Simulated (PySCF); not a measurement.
# C5H5ClO2: the cost of one run

Computed with PySCF 2.14.0, with density-fitted response routines of our own, on a single molecule, in the gas phase or a continuum. Atoms count from 0, in the outputs and in this text.

### 1 Starting geometry

13 atoms, charge 0, multiplicity 1; geometry from: GFN2-xTB. The atoms were then displaced at random by about 0.01 Å, so the start is not that level's minimum.

Bonds of the start (Å): C0–O1 1.44, O1–C2 1.34, C2–O3 1.21, C2–C4 1.46, C4–C5 1.31, C5–C6 1.48, C6–Cl7 1.77, C6–C4 1.49, C0–H8 1.10, C0–H9 1.11, C0–H10 1.06, C5–H11 1.05, C6–H12 1.06.

### 2 Relaxing the molecule at PBE0-D3(BJ)/def2-SVP

The job: settings as JSON, then the geometry in Å.

```
{"job": {"xc": "PBE0", "basis": "def2-SVP", "d3": "d3bj", "grid": 1, "shake": 0.01, "kind": "geom"}, "charge": 0, "multiplicity": 1}
C      0.422640    -2.136720     1.472180
O      0.230060    -1.292160     0.318800
C      0.051600     0.016740     0.556890
O      0.099540     0.513470     1.658970
C     -0.092610     0.750380    -0.692950
C     -0.366490     0.803270    -1.969390
C     -0.147070     2.107580    -1.304710
Cl    -1.556400     3.143850    -1.004310
H      1.201550    -1.718320     2.120250
H     -0.524600    -2.142140     2.059280
H      0.642020    -3.104520     1.105640
H     -0.647540     0.311590    -2.858260
H      0.693110     2.730080    -1.472710
```

Run with:

```console
> OMP_NUM_THREADS=1 python probes_run.py task.json out
```

This one command runs all jobs of the session in turn.

Q: Estimate the wall time and peak memory of this first job on 1 thread of Intel Xeon Platinum 8488C, shared host.

About 1.8 min, with a peak of 0.64 GiB.
